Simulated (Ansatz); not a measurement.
**GdO in Ansatz: the effect of functional**

Crystal: GdO.

```
Gd O
1.0
     3.11330    0.00000    0.00000
    -1.55665    2.69620    0.00000
     0.00000    0.00000    3.03843
Gd O
1 1
Cartesian
  0.0000 0.0000 0.0000
  1.5566 0.8987 1.5192
```

The cell comes from a database or a generator and needn't be the stable form of this composition.

Alike in all runs:

* Program: Ansatz 0.2.0
* Task: projected density of states
* Potentials or basis: Ansatz PAW
* k mesh: 6 × 6 × 5
* Occupations: fermi-dirac, width 0.05 eV
* Spin: collinear spin, ferromagnetic start
* Starting moments: [7.0, 0.0] μB

One run gave: pressure 37.6 GPa; moment 7.52 μB. Which functional did it use?
A. RPBE
B. r2SCAN
C. r2SCAN0
D. PBE
E. PBE0

A.

| functional | cutoff | pressure (GPa) | moment (μB) |
| --- | --- | --- | --- |
| LDA | 420 eV (not typed: the program's choice for these potentials) | 16.9 | 6.90 |
| PBE | 420 eV (not typed: the program's choice for these potentials) | 32.5 | 7.44 |
| PBEsol | 420 eV (not typed: the program's choice for these potentials) | 22.8 | 7.09 |
| RPBE | 420 eV (not typed: the program's choice for these potentials) | 37.6 | 7.52 |
| revPBE | 420 eV (not typed: the program's choice for these potentials) | 36.2 | 7.51 |
| BLYP | 420 eV (not typed: the program's choice for these potentials) | 39.0 | 6.76 |
| r2SCAN | 500 eV (not typed: the program's choice for these potentials) | 34.0 | 7.82 |
| HSE06 | 420 eV (not typed: the program's choice for these potentials) | 34.3 | 7.88 |
| PBE0 | 420 eV (not typed: the program's choice for these potentials) | 34.7 | 7.89 |
| r2SCAN0 | 500 eV (not typed: the program's choice for these potentials) | 35.2 | 7.96 |

Caveats: all runs use coarse meshes; spin-orbit coupling is left out, which moves the levels of the heavy elements; a cell with one magnetic atom can't hold antiferromagnetic order, which such compounds often take; the density of states is complete only up to the lowest level of the last band computed; the PAW data sets come from PBE, with cores solved anew for the run's functional, which leaves a small shift of forces and pressure (some runs); a pressure of tens of GPa on the cell as given is suspect, and the run, the potentials or the cell itself is likely at fault (some runs); without U or exact exchange the open f shell lies at the Fermi level, which spoils levels, moments and volumes (some runs); the magnetic or orbital state may not be the lowest (some runs).
